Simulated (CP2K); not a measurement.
WAu:

```
W Au
1.0
     3.88623    0.00000    0.00000
     1.94311    3.36557    0.00000
     1.94311    1.12186    3.17309
W Au
1 1
Direct
  0.00000 0.00000 0.00000
  0.75000 0.75000 0.75000
```

The cell was built by a generator and needn't be a form met in nature.

Base run:

* Program: CP2K 2026.2
* Functional: PBE
* Potentials or basis: GTH_POTENTIALS W GTH-PADE-q14, Au GTH-PADE-q11; DZVP-MOLOPT-SR-GTH basis
* Density cutoff: 6123 eV
* k mesh: 8 × 8 × 8
* Occupations: fermi-dirac, width 0.05 eV
* Spin: no spin polarisation

Its results: band gap on the k mesh none (metal or under the smearing width); pressure 32.0 GPa.

Problem. The run is repeated on the same cell with these changes: potentials or basis from GTH_POTENTIALS W GTH-PADE-q14, Au GTH-PADE-q11; DZVP-MOLOPT-SR-GTH basis to GTH_POTENTIALS W GTH-BLYP-q14, Au GTH-BLYP-q11; DZVP-MOLOPT-SR-GTH basis; potentials from W GTH-PADE-q14 of GTH_POTENTIALS, Au GTH-PADE-q11 of GTH_POTENTIALS to W GTH-BLYP-q14 of GTH_POTENTIALS, Au GTH-BLYP-q11 of GTH_POTENTIALS. What comes out?

Solution. Band gap on the k mesh none (metal or under the smearing width); pressure 38.0 GPa.

Caveats: the potentials were made for another functional, which shifts forces and pressure; a pressure of tens of GPa on the cell as given is suspect, and the run, the potentials or the cell itself is likely at fault; the basis of atomic orbitals isn't converged, which shifts pressures, moduli and gaps.
